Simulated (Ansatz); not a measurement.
# LaReN3 (Pm-3m): one cell, many starting occupations (series 2), part 2 of 2

Aim: start the open shells of LaReN3 (Pm-3m) from different occupation matrices at one fixed cell, and see in which states the SCF ends. Cell and atoms stay fixed.

Ansatz 0.2.0; DFT LDA+U (U_eff = 6 eV on Re d), plane waves, PAW, no spin–orbit coupling unless a run says so.

### 4 Random orbitals: single harmonics, first filling

Input file input.yaml:

```yaml
crystal:
  lattice:
    - [3.95489326, 0.0, 0.0]
    - [0.0, 3.95489326, 0.0]
    - [0.0, 0.0, 3.95489326]
  atoms:
    - { symbol: La, position: [0.0, 0.0, 0.0] }
    - { symbol: "N", position: [0.0, 0.5, 0.5] }
    - { symbol: "N", position: [0.5, 0.0, 0.5] }
    - { symbol: "N", position: [0.5, 0.5, 0.0] }
    - { symbol: Re, position: [0.5, 0.5, 0.5], spin: 1.0 }
basis:
  ecutwfc: 420
  ecutrho_ratio: 4
kpoints:
  mp_grid: { grid: [5, 5, 5] }
hamiltonian:
  xc: lda
  hubbard:
    sites:
      - { site: 4, l: d, u_eff: 6.0, starting_ns: [{ spin: up, occupation_matrix: s4up }, { spin: down, occupation_matrix: s4down }] }
    occupation_matrices:
      s4up:
        matrix:
          - [0.02, 0.0, 0.0, 0.0, 0.0]
          - [0.0, 0.02, 0.0, 0.0, 0.0]
          - [0.0, 0.0, 0.97, 0.0, 0.0]
          - [0.0, 0.0, 0.0, 0.02, 0.0]
          - [0.0, 0.0, 0.0, 0.0, 0.02]
      s4down:
        matrix:
          - [0.02, 0.0, 0.0, 0.0, 0.0]
          - [0.0, 0.02, 0.0, 0.0, 0.0]
          - [0.0, 0.0, 0.02, 0.0, 0.0]
          - [0.0, 0.0, 0.0, 0.02, 0.0]
          - [0.0, 0.0, 0.0, 0.0, 0.02]
    ns_hold: { iters: 12 }
scf:
  occupations: { method: gaussian, width: 0.05 }
  lower_state_search: "off"
  max_iter: 150
output:
  forces: true
  stress: true
  eigenvalues: true
  populations: true
  hubbard: { sites: [{ site: 4, l: d }] }
magnetization:
  spin_polarized: true
```

The typed matrices put 0.97 on the chosen orbitals and 0.02 on the others, and are held for 12 cycles.

Launch:

```bash
$ ansatz run input.yaml --threads 4 --pin off --max-ram 6144MiB --backend cpu --events-out ev --progress --plain --runs-dir out
```

The log of the run, shortened:

```text
Warning: crystal.symmetry: narrowed to the stabiliser of the occupation matrices — unitary ops 48 → 16; lowered by the specified shell (site 4, l: d); largest admitted image defect 8.9e-16, smallest excluded 9.5e-1 — at a splitting's scale: the group the occupation matrices' own texture admits
Warning: RAYON_NUM_THREADS=4 ignored (pool sized by the plan → 4); use --threads N
La: projections on atomic orbitals take those of the free atom [Kr 4d10] 4f0 5s2 5p6 5d1 6s2, of charge +0.00 (hamiltonian.pseudopotentials.projection_atoms); the dataset's partial waves leave at most 1.9e-5 of an orbital's norm unspanned inside its sphere
N: projections on atomic orbitals take those of the free atom [He] 2s2 2p3, of charge +0.00 (hamiltonian.pseudopotentials.projection_atoms); the dataset's partial waves leave at most 9.3e-9 of an orbital's norm unspanned inside its sphere
Re: projections on atomic orbitals take those of the free atom [Kr 4d10 4f14] 5s2 5p6 5d5 6s2, of charge +0.00 (hamiltonian.pseudopotentials.projection_atoms); the dataset's partial waves leave at most 7.1e-5 of an orbital's norm unspanned inside its sphere
[...]
Pseudopotentials: kind: paw
[...]
WARN: hamiltonian.hubbard: on 1 of 2 specified blocks the occupation matrix of this SCF's result fails the test of the specified filling. At site 4 ↑ (sites count from 0 in the list of atoms of the cell that this SCF solves) the least filled combination of the orbitals specified full has [...]
       -9.677376       0.000000       0.000000
        0.000000      -9.677340       0.000000
        0.000000       0.000000      -9.677340
  P = ⅓ Tr σ = -9.6774 GPa (-96.774 kbar)
--- Band table (eV; the first three rows and the last of 36) ---
[... band rows left out ...]
[...]
Occupation matrices written to <dir>
--- Löwdin populations: 5 sites ---
  site symbol       q [e]    m [muB]
     0     La     10.3247     0.0452
     1      N      5.6328     0.0156
     2      N      5.6328     0.0156
     3      N      5.6328     0.0156
     4     Re     13.6232     0.6584
  spilling = 0.003751 (of n_electrons = 41.000000)
--- Occupation matrices: 1 shell (run DFT+U table (all-electron-ortho-atomic); ε = 9.97e-4) ---
  Re4 d_5D: site group Oh (m-3m)
  Re4 d_5D up     Tr n = 2.8889  λ = 0.470 0.470 0.650 0.650 0.650  [2× z2 0.50 (Eg 1.00) Eg(1.00) | 3× xz 0.33 (T2g 1.00) T2g(1.00)]
  Re4 d_5D dn     Tr n = 2.2336  λ = 0.437 0.437 0.437 0.461 0.461  [3× xz 0.33 (T2g 1.00) T2g(1.00) | 2× z2 0.50 (Eg 1.00) Eg(1.00)]
  specified occupation → Re4 d_5D up: matrix, ‖Δ‖_F = 1.1403, Tr Δ = -1.8389, displaced = 1.2396, d_λ = 1.1403; orbital distance = 0.8165
  specified occupation → Re4 d_5D dn: matrix, ‖Δ‖_F = 0.9545, Tr Δ = -2.1336, displaced = 1.0668, d_λ = 0.9545; orbital distance = 0.0000
  Tr n, λ and their labels are of the run-group-symmetrised matrices; stabiliser: 48 of 96 elements of G0×{1,Θ} (closed), max defect 6.7e-6 at τ = 2.1e-4
```

It took 4.9 s on 4 threads of Arm Neoverse V2, shared host; peak memory 0.44 GiB.

It ends with no gap, pressure -9.7 GPa, moments in spheres Re 0.36 μB, largest force component 0.00 eV/Å, 16 symmetry operations imposed. The program reports that the typed filling wasn't kept.

How the shells are filled (orbitals counted by the eigenvalues of the occupation matrices):

```csv
shell,channel,electrons,over 0.8,0.2 to 0.8,under 0.2
Re 5d (atom 5),up,2.89,0,5,0
Re 5d (atom 5),down,2.23,0,5,0
```

### 5 Random orbitals: fully mixed, one electron more

input.yaml, as its differences from that of step 4:

```diff
@@ -10,3 +10,3 @@
     - { symbol: "N", position: [0.5, 0.5, 0.0] }
-    - { symbol: Re, position: [0.5, 0.5, 0.5], spin: 1.0 }
+    - { symbol: Re, position: [0.5, 0.5, 0.5], spin: 2.0 }
 basis:
@@ -24,7 +24,7 @@
         matrix:
-          - [0.02, 0.0, 0.0, 0.0, 0.0]
-          - [0.0, 0.02, 0.0, 0.0, 0.0]
-          - [0.0, 0.0, 0.97, 0.0, 0.0]
-          - [0.0, 0.0, 0.0, 0.02, 0.0]
-          - [0.0, 0.0, 0.0, 0.0, 0.02]
+          - [0.29683, 0.23742, 0.06329, -0.35358, -0.03091]
+          - [0.23742, 0.31079, -0.12803, -0.29526, 0.17819]
+          - [0.06329, -0.12803, 0.41582, -0.09756, -0.43525]
+          - [-0.35358, -0.29526, -0.09756, 0.47236, 0.05826]
+          - [-0.03091, 0.17819, -0.43525, 0.05826, 0.50421]
       s4down:
```

The typed matrices are held for 12 cycles.

Launch:

```bash
$ ansatz run input.yaml --threads 4 --pin off --max-ram 6144MiB --backend cpu --events-out ev --progress --plain --runs-dir out
```

The log of the run, shortened:

```text
Warning: crystal.symmetry: narrowed to the stabiliser of the occupation matrices — unitary ops 48 → 2; lowered by the specified shell (site 4, l: d); largest admitted image defect 2.2e-16, smallest excluded 3.6e-1 — at a splitting's scale: the group the occupation matrices' own texture admits
Warning: RAYON_NUM_THREADS=4 ignored (pool sized by the plan → 4); use --threads N
La: projections on atomic orbitals take those of the free atom [Kr 4d10] 4f0 5s2 5p6 5d1 6s2, of charge +0.00 (hamiltonian.pseudopotentials.projection_atoms); the dataset's partial waves leave at most 1.9e-5 of an orbital's norm unspanned inside its sphere
N: projections on atomic orbitals take those of the free atom [He] 2s2 2p3, of charge +0.00 (hamiltonian.pseudopotentials.projection_atoms); the dataset's partial waves leave at most 9.3e-9 of an orbital's norm unspanned inside its sphere
Re: projections on atomic orbitals take those of the free atom [Kr 4d10 4f14] 5s2 5p6 5d5 6s2, of charge +0.00 (hamiltonian.pseudopotentials.projection_atoms); the dataset's partial waves leave at most 7.1e-5 of an orbital's norm unspanned inside its sphere
[...]
[... 1 set-up line as earlier in the session ...]
[...]
WARN: hamiltonian.hubbard: on 1 of 2 specified blocks the occupation matrix of this SCF's result fails the test of the specified filling. At site 4 ↑ (sites count from 0 in the list of atoms of the cell that this SCF solves) the least filled combination of the orbitals specified full has [...]
       -9.677372      -0.000001      -0.000005
       -0.000001      -9.677371       0.000001
       -0.000005       0.000001      -9.677395
  P = ⅓ Tr σ = -9.6774 GPa (-96.774 kbar)
--- Band table (eV; the first three rows and the last of 126) ---
[... band rows left out ...]
[...]
Occupation matrices written to <dir>
--- Löwdin populations: 5 sites ---
  site symbol       q [e]    m [muB]
     0     La     10.3247     0.0452
     1      N      5.6328     0.0156
     2      N      5.6328     0.0156
     3      N      5.6328     0.0156
     4     Re     13.6232     0.6584
  spilling = 0.003751 (of n_electrons = 41.000000)
--- Occupation matrices: 1 shell (run DFT+U table (all-electron-ortho-atomic); ε = 1.16e-3) ---
  Re4 d_5D: site group Oh (m-3m)
  Re4 d_5D up     Tr n = 2.8889  λ = 0.470 0.470 0.650 0.650 0.650  [2× z2 0.50 (Eg 1.00) Eg(1.00) | 3× xz 0.33 (T2g 1.00) T2g(1.00)]
  Re4 d_5D dn     Tr n = 2.2336  λ = 0.437 0.437 0.437 0.461 0.461  [3× xz 0.33 (T2g 1.00) T2g(1.00) | 2× z2 0.50 (Eg 1.00) Eg(1.00)]
  specified occupation → Re4 d_5D up: matrix, ‖Δ‖_F = 1.1264, Tr Δ = -0.8888, displaced = 1.2286, d_λ = 1.0030; orbital distance = 1.3000
  specified occupation → Re4 d_5D dn: matrix, ‖Δ‖_F = 0.9545, Tr Δ = -2.1336, displaced = 1.0668, d_λ = 0.9545; orbital distance = 0.0000
  Tr n, λ and their labels are of the run-group-symmetrised matrices; stabiliser: 48 of 96 elements of G0×{1,Θ} (closed), max defect 5.4e-6 at τ = 2.5e-4
```

Run time: 14 s. Hardware: 4 threads of Arm Neoverse V2, shared host; peak memory 0.61 GiB.

Result: no gap, pressure -9.7 GPa, moments in spheres Re 0.36 μB, largest force component 0.00 eV/Å, 2 symmetry operations imposed. The program reports that the typed filling wasn't kept.

The shells' filling, with natural orbitals sorted by occupation:

| shell | channel | electrons | over 0.8 | 0.2 to 0.8 | under 0.2 |
| --- | --- | --- | --- | --- | --- |
| Re 5d (atom 5) | up | 2.89 | 0 | 5 | 0 |
| Re 5d (atom 5) | down | 2.23 | 0 | 5 | 0 |

### 6 Random orbitals: drawn by pairs, first filling

input.yaml, as its differences from that of step 5:

```diff
@@ -10,3 +10,3 @@
     - { symbol: "N", position: [0.5, 0.5, 0.0] }
-    - { symbol: Re, position: [0.5, 0.5, 0.5], spin: 2.0 }
+    - { symbol: Re, position: [0.5, 0.5, 0.5], spin: 1.0 }
 basis:
@@ -24,7 +24,7 @@
         matrix:
-          - [0.29683, 0.23742, 0.06329, -0.35358, -0.03091]
-          - [0.23742, 0.31079, -0.12803, -0.29526, 0.17819]
-          - [0.06329, -0.12803, 0.41582, -0.09756, -0.43525]
-          - [-0.35358, -0.29526, -0.09756, 0.47236, 0.05826]
-          - [-0.03091, 0.17819, -0.43525, 0.05826, 0.50421]
+          - [0.02, 0.0, 0.0, 0.0, 0.0]
+          - [0.0, 0.02, 0.0, 0.0, 0.0]
+          - [0.0, 0.0, 0.02, 0.0, 0.0]
+          - [0.0, 0.0, 0.0, 0.97, 0.0]
+          - [0.0, 0.0, 0.0, 0.0, 0.02]
       s4down:
```

The typed matrices put 0.97 on the chosen orbitals and 0.02 on the others, and are held for 12 cycles.

Launch:

```bash
$ ansatz run input.yaml --threads 4 --pin off --max-ram 6144MiB --backend cpu --events-out ev --progress --plain --runs-dir out
```

The log of the run, shortened:

```text
Warning: crystal.symmetry: narrowed to the stabiliser of the occupation matrices — unitary ops 48 → 16; lowered by the specified shell (site 4, l: d); largest admitted image defect 8.9e-16, smallest excluded 7.1e-1 — at a splitting's scale: the group the occupation matrices' own texture admits
Warning: RAYON_NUM_THREADS=4 ignored (pool sized by the plan → 4); use --threads N
La: projections on atomic orbitals take those of the free atom [Kr 4d10] 4f0 5s2 5p6 5d1 6s2, of charge +0.00 (hamiltonian.pseudopotentials.projection_atoms); the dataset's partial waves leave at most 1.9e-5 of an orbital's norm unspanned inside its sphere
N: projections on atomic orbitals take those of the free atom [He] 2s2 2p3, of charge +0.00 (hamiltonian.pseudopotentials.projection_atoms); the dataset's partial waves leave at most 9.3e-9 of an orbital's norm unspanned inside its sphere
Re: projections on atomic orbitals take those of the free atom [Kr 4d10 4f14] 5s2 5p6 5d5 6s2, of charge +0.00 (hamiltonian.pseudopotentials.projection_atoms); the dataset's partial waves leave at most 7.1e-5 of an orbital's norm unspanned inside its sphere
[...]
[... 1 set-up line as earlier in the session ...]
[...]
WARN: hamiltonian.hubbard: on 1 of 2 specified blocks the occupation matrix of this SCF's result fails the test of the specified filling. At site 4 ↑ (sites count from 0 in the list of atoms of the cell that this SCF solves) the least filled combination of the orbitals specified full has [...]
       -9.677308       0.000000       0.000000
        0.000000      -9.677308       0.000000
        0.000000       0.000000      -9.677232
  P = ⅓ Tr σ = -9.6773 GPa (-96.773 kbar)
--- Band table (eV; the first three rows and the last of 36) ---
[... band rows left out ...]
[...]
Occupation matrices written to <dir>
--- Löwdin populations: 5 sites ---
  site symbol       q [e]    m [muB]
     0     La     10.3247     0.0452
     1      N      5.6328     0.0156
     2      N      5.6328     0.0156
     3      N      5.6328     0.0156
     4     Re     13.6232     0.6584
  spilling = 0.003751 (of n_electrons = 41.000000)
--- Occupation matrices: 1 shell (run DFT+U table (all-electron-ortho-atomic); ε = 1.04e-3) ---
  Re4 d_5D: site group Oh (m-3m)
  Re4 d_5D up     Tr n = 2.8889  λ = 0.470 0.470 0.650 0.650 0.650  [2× z2 0.50 (Eg 1.00) Eg(1.00) | 3× xz 0.33 (T2g 1.00) T2g(1.00)]
  Re4 d_5D dn     Tr n = 2.2335  λ = 0.437 0.437 0.437 0.461 0.461  [3× xz 0.33 (T2g 1.00) T2g(1.00) | 2× z2 0.50 (Eg 1.00) Eg(1.00)]
  specified occupation → Re4 d_5D up: matrix, ‖Δ‖_F = 1.2817, Tr Δ = -1.8389, displaced = 1.4198, d_λ = 1.1403; orbital distance = 1.1547
  specified occupation → Re4 d_5D dn: matrix, ‖Δ‖_F = 0.9545, Tr Δ = -2.1335, displaced = 1.0668, d_λ = 0.9545; orbital distance = 0.0000
  Tr n, λ and their labels are of the run-group-symmetrised matrices; stabiliser: 48 of 96 elements of G0×{1,Θ} (closed), max defect 1.4e-5 at τ = 2.2e-4
```

Wall time 4.4 s (4 threads of Arm Neoverse V2, shared host); peak memory 0.44 GiB.

End state: no gap, pressure -9.7 GPa, moments in spheres Re 0.36 μB, largest force component 0.00 eV/Å, 16 symmetry operations imposed. The program reports that the typed filling wasn't kept.

How the shells are filled (orbitals counted by the eigenvalues of the occupation matrices):

```
         shell  channel  electrons  over 0.8  0.2 to 0.8  under 0.2
Re 5d (atom 5)       up       2.89         0           5          0
Re 5d (atom 5)     down       2.23         0           5          0
```

### 7 All runs side by side

This closing draws on all 2 parts.

Energies count from the lowest free state and have the smearing extrapolated to zero.

| start | energy (meV/atom) | gap (eV) | pressure (GPa) | largest moment (μB) | SCF cycles | time |
| --- | --- | --- | --- | --- | --- | --- |
| from atoms, symmetry kept, no search (earlier series) | 0.0 | metal | -9.7 | 0.36 | 15 | 1.7 s |
| random orbitals: drawn by pairs, first filling | 0.0 | metal | -9.7 | 0.36 | 32 | 4.4 s |
| random orbitals: single harmonics, first filling | 0.0 | metal | -9.7 | 0.36 | 33 | 4.9 s |
| random orbitals: fully mixed, first filling | 0.0 | metal | -9.7 | 0.36 | 32 | 13 s |
| random orbitals: single harmonics, second filling | 0.0 | metal | -9.7 | 0.36 | 19 | 2.9 s |
| random orbitals: fully mixed, one electron more | 0.0 | metal | -9.7 | 0.36 | 32 | 14 s |

The 6 free runs end within about 1 meV/atom of each other. So large a U on a 4d or 5d shell is far over usual values; moments found here can be its artefacts. The lowest state found need not be the ground state, and the geometry wasn't relaxed for any of them. Spin–orbit coupling is left out.
